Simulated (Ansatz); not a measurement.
**MP2/def2-SVP (core potential) run of InCNClF (SMILES N#[C][In]([F])[Cl])**

What is the energy change on altering one bond length of InCNClF at MP2/def2-SVP (core potential)? 

The calculation is run with Ansatz 0.2.0.

127 further runs of the same task are left out: 7 that didn't finish, 120 set aside as unsound or not needed.

**1. The system as given**

InCNClF has 5 atoms, charge 0, and is taken as a singlet. SMILES: `N#[C][In]([F])[Cl]`. The coordinates come from a PBE0-D4/def2-TZVP relaxation.

Bond lengths: N1–C2 1.152 Å, C2–In3 2.082 Å, In3–F4 1.924 Å, In3–Cl5 2.280 Å. Angles: N1–C2–In3 178.9°, C2–In3–F4 118.2°, C2–In3–Cl5 125.8°, F4–In3–Cl5 115.9°.

**2. A single-point energy at MP2/def2-SVP (core potential)**

Contents of molecule.yaml:

```yaml
crystal:
  periodic: [false, false, false]
  atoms:
    - {symbol: "N", position_ang: [-1.392600, 1.451400, 1.648800]}
    - {symbol: C, position_ang: [-0.781900, 0.784400, 0.934900]}
    - {symbol: In, position_ang: [0.330400, -0.389600, -0.376400]}
    - {symbol: F, position_ang: [0.434400, -2.280900, -0.039700]}
    - {symbol: Cl, position_ang: [1.459700, 0.361000, -2.209100]}
basis:
  gaussian:
    orbitals: def2-SVP
correlation:
  method: mp2
  frozen_orbitals: {C: 1, Cl: 5, F: 1, In: 4, "N": 1}
accuracy: high
```

Run with:

```bash
ansatz run molecule.yaml --threads 1 --pin off --max-ram 3480MiB --events-out events.jsonl --progress --plain --runs-dir runs
```

The log of the run:

```text
Warning: RAYON_NUM_THREADS=1 ignored (pool sized by the plan → 1); use --threads N
Functional definition: HF
  name "HF"
  exchange = exact_x
  correlation = 0
1856 factors; integrals over basis functions are off by at most 7.9e-9 eV
mean field evaluation 1: about -22859.5172 eV, gradient 4.2e1 eV
mean field evaluation 2: about -22859.6741 eV, gradient 4.2e1 eV
mean field evaluation 4: about -22863.8073 eV, gradient 3.5e0 eV
mean field evaluation 8: about -22863.8741 eV, gradient 4.0e-1 eV
mean field evaluation 16: about -22863.8749 eV, gradient 2.3e-8 eV
mean field -22863.87487994 eV, -840.2319041468 hartree, gradient 2.4e-8 eV, S^2 0.000000; 0 other end points of the search recorded, 0 dependent functions left out
12 core orbitals not correlated: weight in the atoms' cores, before any rotation towards them, 1.000 or more for the frozen orbitals, at most 0.000 for the correlated occupied ones
reference -22863.87487994 eV, -840.2319041468 hartree; 18, 18 occupied and 56, 56 virtual orbitals, 1856 factors
second order -18.25783038 eV of doubles, -0.00000000 eV of singles
Total energy: -22882.13271032 eV, -840.9028670378 hartree
```

Run time: 7.2 s. Hardware: 1 thread of Arm Neoverse N1, shared host; peak memory 0.24 GiB.

**3. The distorted shape**

Contents of input.yaml:

```yaml
basis:
  gaussian:
    orbitals: def2-SVP
crystal:
  periodic: [false, false, false]
  atoms:
    - {symbol: "N", position_ang: [-1.575799, 1.651488, 1.862957]}
    - {symbol: C, position_ang: [-0.781900, 0.784400, 0.934900]}
    - {symbol: In, position_ang: [0.330400, -0.389600, -0.376400]}
    - {symbol: F, position_ang: [0.434400, -2.280900, -0.039700]}
    - {symbol: Cl, position_ang: [1.459700, 0.361000, -2.209100]}
correlation:
  method: mp2
  frozen_orbitals: {C: 1, Cl: 5, F: 1, In: 4, "N": 1}
accuracy: high
```

Run with:

```bash
ansatz run input.yaml --threads 1 --pin off --max-ram 3480MiB --events-out events.jsonl --progress --plain --runs-dir runs
```

The log of the run (excerpt; [...] marks lines left out):

```text
Warning: RAYON_NUM_THREADS=1 ignored (pool sized by the plan → 1); use --threads N
[... 2 set-up lines as earlier in the session ...]
[...]
1854 factors; integrals over basis functions are off by at most 9.3e-9 eV
[...]
mean field -22858.88543533 eV, -840.0485454395 hartree, gradient 6.8e-8 eV, S^2 0.000000; 4 other end points of the search recorded, 0 dependent functions left out; unrestricted orbitals would lower it
12 core orbitals not correlated: weight in the atoms' cores, before any rotation towards them, 1.000 or more for the frozen orbitals, at most 0.000 for the correlated occupied ones
reference -22858.88543533 eV, -840.0485454395 hartree; 18, 18 occupied and 56, 56 virtual orbitals, 1854 factors
second order -20.65707562 eV of doubles, -0.00000000 eV of singles
Total energy: -22879.54251096 eV, -840.8076789667 hartree
```

It took 11 s on 1 thread of Arm Neoverse N1, shared host; peak memory 0.28 GiB.

**4. Outcome**

At MP2/def2-SVP (core potential), 12 core orbitals frozen:

| quantity | value |
| --- | --- |
| first shape: total energy | -840.90287 Eh |
| first shape: correlation energy (12 core orbitals frozen) | -671.0 mEh |
| distorted shape: total energy | -840.80768 Eh |
| distorted shape: correlation energy (12 core orbitals frozen) | -759.1 mEh |
| energy change with the N1–C2 bond stretched from 1.152 to 1.498 Å | 2.590 eV |

In words: With the N1–C2 bond stretched from 1.152 to 1.498 Å the energy rises by 2.59 eV (250 kJ/mol). The first shape isn't relaxed at this level, so the change isn't measured from a minimum. The restricted solution (distorted shape) is unstable to spin breaking: an unrestricted one lies lower.
